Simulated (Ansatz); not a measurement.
# SiF (Pm-3m) in Ansatz: a series of runs

One crystal, SiF, is run at these levels: PBE; tasks: single point.

Program: Ansatz 0.2.0. These are calculated values, not measurements. Logs are shortened: lines on timing, memory, paths and dates and some standing lists are left out, and cuts for length are marked.

## Step 1: The crystal as given

The structure is cubic, space group Pm-3m (No. 221). Conventional cell: a = 3.029 Å, b = 3.029 Å, c = 3.029 Å, α = 90.00°, β = 90.00°, γ = 90.00°. Si (site symmetry m-3m) has 8 F at 2.62 Å as nearest neighbours. F (site symmetry m-3m) has 8 Si at 2.62 Å as nearest neighbours.

The cell was built by a generator and needn't be a form met in nature.

## Step 2: Single point, PBE, 13.06 Å³/atom (volume scaled by 0.94)

Input file input.yaml:

```yaml
crystal:
  lattice:
    - [2.9667744889, 0.0, 0.0]
    - [0.0, 2.9667744889, 0.0]
    - [0.0, 0.0, 2.9667744889]
  atoms:
    - { symbol: Si, position: [0.5, 0.5, 0.5] }
    - { symbol: F, position: [0.0, 0.0, 0.0] }
kpoints:
  mp_grid: { grid: [9, 9, 9] }
scf:
  occupations: { method: fermi_dirac, width: 0.05 }
hamiltonian:
  xc: pbe
  pseudopotentials: { kind: all_electron, lapw: { basis_error: 0.0005 } }
output:
  forces: true
  stress: true
  eigenvalues: true
```

Potentials or basis: all-electron LAPW, scalar-relativistic.

Run with:

```
$ ansatz run input.yaml --threads 1 --pin off --max-ram 3072MiB --backend cpu --events-out ev --progress --plain --runs-dir out
```

What it wrote:

```text
Warning: RAYON_NUM_THREADS=1 ignored (pool sized by the plan → 1); use --threads N
LAPW: plane waves up to 7.635 Å⁻¹, error target 5.0e-4 eV per atom; small_component_spin mean_spin; F in spheres of 1.358 Å, 7 of its electrons in bands, Dirac shells []; Si in spheres of 1.211 Å, 12 of its electrons in bands, Dirac shells [] (how accurate: hamiltonian.pseudopotentials.lapw.basis_error, Limitations)
Engine: ansatz 0.2.0, x86_64-unknown-linux-gnu
Pseudopotentials: kind: all_electron
Pseudopotential: Si, LAPW, valence charge 12, lapw/all_electron/scalar/gaussian/Si, Koelling and Harmon's equation, gaussian nucleus
Pseudopotential: F, LAPW, valence charge 7, lapw/all_electron/scalar/gaussian/F, Koelling and Harmon's equation, gaussian nucleus
Functional definition: PBE
  parameter kappa = 0.804
  parameter beta = 0.06672455060314922
  exchange = pbe_x(kappa = kappa, mu = beta*pi^2/3)
  correlation = pbe_c(beta = beta)
Crystal: 2 atoms, lattice volume = 26.113 Å³
Basis set: ecut = 222.10610711803272 eV, 179 PW (Γ), exchange–correlation at level 2
Bands: 14, of which v1, the nominal top of the filled ones, is band 10 counted from 1 (9 counted from 0)
Symmetry: 48 space group operations
Space group: Pm-3m (ITA 221), of the structure as read, at distance tolerance 3.0e-5 Å
k-points: 35 of 729
Non-local potential: Si, projectors of the file, none
Non-local potential: F, projectors of the file, none
Initial density: superposition of atomic densities (chi_scale 0.1, normalization cell), built separately for each of the 2 bonded fragments (scf.initial_density.interfragment_charge_transfer: auto; true builds it for the cell as a whole; a typed value also counts as a typed key of the start: scf.initial_density.chi_scale says what that changes, if anything)
Initial wavefunctions: plane waves of lowest kinetic energy (no species holds an atomic orbital)
Functional: x = pbe(κ = 0.804, μ = 0.2195149727645171), c = pbe(β = 0.06672455060314922)
iter 1 solved again at ethr=2.40e-3 eV; its pass at ethr=1.00e-1 eV (dr2=4.56e-1 eV) is discarded
SCF iter   1: F=—  HF=-10609.475606 eV  |F-HF|=—  |Δ(HF+E_count)|=         —  Δρ=3.38e-2  dr2=4.55e-1  ethr=2.40e-3  ⟨swp⟩=2.2  Hψ=3411  notcnv=0
preconditioner: auto → none  [metal: Δε(μ)=0.122 eV  Ē_g=12.765 eV  σ=0.050 eV  W_gap=0.42  n_scr=6 (ndim 8)  ℏωp=21.8 eV  f_vac=0.000  D(μ)=1.94/eV (n_scr^D=18)  sad-step TF]
iter 2 solved again at ethr=2.31e-5 eV; its pass at ethr=2.39e-3 eV (dr2=4.38e-3 eV) is discarded
SCF iter   2: F=—  HF=-10609.058690 eV  |F-HF|=—  |Δ(HF+E_count)|=   4.17e-1  Δρ=5.28e-3  dr2=4.39e-3  ethr=2.31e-5  ⟨swp⟩=2.4  Hψ=2613  notcnv=0
SCF iter   3: F=—  HF=-10608.787570 eV  |F-HF|=—  |Δ(HF+E_count)|=   2.71e-1  Δρ=8.13e-3  dr2=2.75e-2  ethr=2.31e-5  ⟨swp⟩=3.0  Hψ=1630  notcnv=0
SCF iter   4: F=—  HF=-10608.779152 eV  |F-HF|=—  |Δ(HF+E_count)|=   8.42e-3  Δρ=2.91e-3  dr2=3.59e-3  ethr=2.31e-5  ⟨swp⟩=3.0  Hψ=1589  notcnv=0
SCF iter   5: F=—  HF=-10608.774492 eV  |F-HF|=—  |Δ(HF+E_count)|=   4.66e-3  Δρ=2.34e-4  dr2=2.12e-5  ethr=1.89e-5  ⟨swp⟩=2.0  Hψ=1288  notcnv=0
SCF iter   6: F=—  HF=-10608.774447 eV  |F-HF|=—  |Δ(HF+E_count)|=   4.59e-5  Δρ=4.60e-5  dr2=5.53e-7  ethr=1.11e-7  ⟨swp⟩=2.6  Hψ=1314  notcnv=0
SCF iter   7: F=-10608.774447 eV  HF=-10608.774447 eV  |F-HF|=8.20e-9  |Δ(HF+E_count)|=   6.94e-7  Δρ=6.58e-6  dr2=6.64e-9  ethr=2.91e-9  ⟨swp⟩=2.7  Hψ=1323  notcnv=0
SCF 1 converged in 7 iterations: F = -10608.774447 eV  dr2 = 6.64e-9
SCF converged after 7 iterations
Free energy (F): -10608.774447 eV
Harris-Foulkes:  -10608.774447 eV  (|F-HF|=8.20e-9)
Internal energy: -10608.757658 eV  (E = F + TS)
E sigma→0 (E₀):  -10608.766053 eV
Entropy (-TS):   -0.016789 eV (-8.395 meV/atom)
Fermi energy:    8.774417 eV
--- Per-component energies (eV) ---
  E_band       = -754.218025
  E_kinetic    = 10631.172428
  E_xc         = -848.241763
  E_electrostatic = -20391.688324  (all electrons and nuclei)
  E_smearing   = -0.016789  (= −TS)
  E_closure    = 0.000000  (closes the sum)
  E_atoms      = -10601.038931  (free atoms, spherical and without spin; not in F)
  Σ components = -10608.774447   (vs F -10608.774447, Δ=0.00e0)
  Basis errors (estimates in eV, not in F): energy 1.1e-4 per atom: plane waves 9.5e-5 (4.9e-5 summed), levels above the bands 3.7e-83, relativity 3.6e-9, radial functions 1.1e-5, core shells 3.3e-11; eigenvalues (radial functions only) 5.3e-6; not estimated: angular momenta, meshes, grids; target (lapw.basis_error) 5.0e-4; muffin-tin radii F 1.358 Å, Si 1.211 Å
--- Forces (eV/Å), atoms counted from 1 ---
  atom   1  Si     0.00000000    -0.00000000     0.00000000
  atom   2  F     -0.00000000     0.00000000    -0.00000000
  max |Σ_I F_I| component: 8.22e-32 eV/Å
--- Stress (GPa, compression-positive) ---
        5.430354      -0.000000       0.000000
       -0.000000       5.430354       0.000000
        0.000000       0.000000       5.430354
  P = ⅓ Tr σ = 5.4304 GPa (54.304 kbar)
--- Band table (eV; the first three rows and the last of 35) ---
  k-point 0: bands = ["-126.9317", "-82.9955", "-82.9955", "-82.9955", "-15.8010", "-0.3616", "3.2032", "3.2032", "3.2032", "14.2860", "14.2860", "14.2860", "14.4703", "14.4703"]
  k-point 1: bands = ["-126.9317", "-82.9956", "-82.9955", "-82.9955", "-15.7692", "-0.4854", "3.2426", "3.2426", "3.3166", "12.2495", "14.2710", "14.2710", "14.6380", "16.6267"]
  k-point 2: bands = ["-126.9317", "-82.9960", "-82.9954", "-82.9954", "-15.6871", "-0.8114", "3.3447", "3.3447", "3.7045", "10.2612", "14.2262", "14.2262", "15.1189", "18.9341"]
  k-point 34: bands = ["-126.9315", "-82.9965", "-82.9965", "-82.9965", "-15.1606", "2.1064", "2.2544", "2.2544", "5.5557", "7.8916", "7.8916", "8.7774", "17.9380", "18.1520"]
```

It took 11 s on 1 thread of Intel Xeon at 2.50GHz (Skylake/Cascade Lake), shared host; peak memory 0.27 GiB.

Results:

- Free energy: -10608.7744 eV
- Pressure: 5.4 GPa
- Band gap on the k mesh: none (metal or under the smearing width)

Caveat: an odd number of electrons without spin polarisation forces a metal; a magnetic or distorted state may lie lower.

## Step 3: Single point, PBE, 13.33 Å³/atom (volume scaled by 0.96)

Edit input.yaml of step 2 so:

```diff
@@ -2,5 +2,5 @@
   lattice:
-    - [2.9667744889, 0.0, 0.0]
-    - [0.0, 2.9667744889, 0.0]
-    - [0.0, 0.0, 2.9667744889]
+    - [2.9876679553, 0.0, 0.0]
+    - [0.0, 2.9876679553, 0.0]
+    - [0.0, 0.0, 2.9876679553]
   atoms:
```

Potentials or basis: all-electron LAPW, scalar-relativistic.

Run with:

```
$ ansatz run input.yaml --threads 1 --pin off --max-ram 3072MiB --backend cpu --events-out ev --progress --plain --runs-dir out
```

It took 11 s on 1 thread of Intel Xeon at 2.50GHz (Skylake/Cascade Lake), shared host; peak memory 0.27 GiB.

It converged, with:

```
Free energy            : -10608.7898 eV
Pressure               : 3.5 GPa
Band gap on the k mesh : none (metal or under the smearing width)
```

Caveat: an odd number of electrons without spin polarisation forces a metal; a magnetic or distorted state may lie lower.

## Step 4: Single point, PBE, 13.61 Å³/atom (volume scaled by 0.98)

Edit input.yaml of step 3 so:

```diff
@@ -2,5 +2,5 @@
   lattice:
-    - [2.9876679553, 0.0, 0.0]
-    - [0.0, 2.9876679553, 0.0]
-    - [0.0, 0.0, 2.9876679553]
+    - [3.008273213, 0.0, 0.0]
+    - [0.0, 3.008273213, 0.0]
+    - [0.0, 0.0, 3.008273213]
   atoms:
```

Run with:

```
$ ansatz run input.yaml --threads 1 --pin off --max-ram 3072MiB --backend cpu --events-out ev --progress --plain --runs-dir out
```

It took 11 s on 1 thread of Intel Xeon at 2.50GHz (Skylake/Cascade Lake), shared host; peak memory 0.27 GiB.

Results (log left out):

| Quantity | Value |
| --- | --- |
| Free energy | -10608.7988 eV |
| Pressure | 1.7 GPa |
| Band gap on the k mesh | none (metal or under the smearing width) |

Caveat: an odd number of electrons without spin polarisation forces a metal; a magnetic or distorted state may lie lower.

## Step 5: Single point, PBE, 13.89 Å³/atom

Edit input.yaml of step 4 so:

```diff
@@ -2,5 +2,5 @@
   lattice:
-    - [3.008273213, 0.0, 0.0]
-    - [0.0, 3.008273213, 0.0]
-    - [0.0, 0.0, 3.008273213]
+    - [3.0286, 0.0, 0.0]
+    - [0.0, 3.0286, 0.0]
+    - [0.0, 0.0, 3.0286]
   atoms:
```

Run with:

```
$ ansatz run input.yaml --threads 1 --pin off --max-ram 3072MiB --backend cpu --events-out ev --progress --plain --runs-dir out
```

It took 11 s on 1 thread of Intel Xeon at 2.50GHz (Skylake/Cascade Lake), shared host; peak memory 0.27 GiB.

It converged, with:

| Item | Value |
| --- | --- |
| Free energy | -10608.8020 eV |
| Pressure | 0.2 GPa |
| Band gap on the k mesh | none (metal or under the smearing width) |

Caveat: an odd number of electrons without spin polarisation forces a metal; a magnetic or distorted state may lie lower.

## Step 6: Single point, PBE, 14.17 Å³/atom (volume scaled by 1.02)

Edit input.yaml of step 5 so:

```diff
@@ -2,5 +2,5 @@
   lattice:
-    - [3.0286, 0.0, 0.0]
-    - [0.0, 3.0286, 0.0]
-    - [0.0, 0.0, 3.0286]
+    - [3.0486575382, 0.0, 0.0]
+    - [0.0, 3.0486575382, 0.0]
+    - [0.0, 0.0, 3.0486575382]
   atoms:
```

Potentials or basis: all-electron LAPW, scalar-relativistic.

Run with:

```
$ ansatz run input.yaml --threads 1 --pin off --max-ram 3072MiB --backend cpu --events-out ev --progress --plain --runs-dir out
```

It took 10 s on 1 thread of Intel Xeon at 2.50GHz (Skylake/Cascade Lake), shared host; peak memory 0.27 GiB.

It converged, with:

| Item | Value |
| --- | --- |
| Free energy | -10608.8001 eV |
| Pressure | -1.2 GPa |
| Band gap on the k mesh | none (metal or under the smearing width) |

Caveat: an odd number of electrons without spin polarisation forces a metal; a magnetic or distorted state may lie lower.

## Step 7: Single point, PBE, 14.45 Å³/atom (volume scaled by 1.04)

Edit input.yaml of step 6 so:

```diff
@@ -2,5 +2,5 @@
   lattice:
-    - [3.0486575382, 0.0, 0.0]
-    - [0.0, 3.0486575382, 0.0]
-    - [0.0, 0.0, 3.0486575382]
+    - [3.0684545704, 0.0, 0.0]
+    - [0.0, 3.0684545704, 0.0]
+    - [0.0, 0.0, 3.0684545704]
   atoms:
```

Run with:

```
$ ansatz run input.yaml --threads 1 --pin off --max-ram 3072MiB --backend cpu --events-out ev --progress --plain --runs-dir out
```

Run time: 11 s. Hardware: 1 thread of Intel Xeon at 2.50GHz (Skylake/Cascade Lake), shared host; peak memory 0.27 GiB.

The run converged. Its results:

```yaml
Free_energy: -10608.7936 eV
Pressure: -2.5 GPa
Band_gap_on_the_k_mesh: none (metal or under the smearing width)
```

Caveat: an odd number of electrons without spin polarisation forces a metal; a magnetic or distorted state may lie lower.

## Step 8: Single point, PBE, 14.72 Å³/atom (volume scaled by 1.06)

Edit input.yaml of step 7 so:

```diff
@@ -2,5 +2,5 @@
   lattice:
-    - [3.0684545704, 0.0, 0.0]
-    - [0.0, 3.0684545704, 0.0]
-    - [0.0, 0.0, 3.0684545704]
+    - [3.087999394, 0.0, 0.0]
+    - [0.0, 3.087999394, 0.0]
+    - [0.0, 0.0, 3.087999394]
   atoms:
```

Run with:

```
$ ansatz run input.yaml --threads 1 --pin off --max-ram 3072MiB --backend cpu --events-out ev --progress --plain --runs-dir out
```

It took 12 s on 1 thread of Intel Xeon at 2.50GHz (Skylake/Cascade Lake), shared host; peak memory 0.27 GiB.

It converged, with:

* Free energy: -10608.7830 eV
* Pressure: -3.6 GPa
* Band gap on the k mesh: none (metal or under the smearing width)

Caveat: an odd number of electrons without spin polarisation forces a metal; a magnetic or distorted state may lie lower.

## Step 9: The reference run

An earlier run on the cell as given: functional PBE; potentials or basis all-electron LAPW, scalar-relativistic; cutoff 194 eV (chosen from the basis error); basis error allowed 0.001 eV/atom; k mesh 9 × 9 × 9; occupations fermi-dirac, width 0.05 eV; no spin polarisation.

- Pressure: 0.2 GPa
- Band gap on the k mesh: none (metal or under the smearing width)
- Loewdin charges: Si +0.51; F -0.44 e
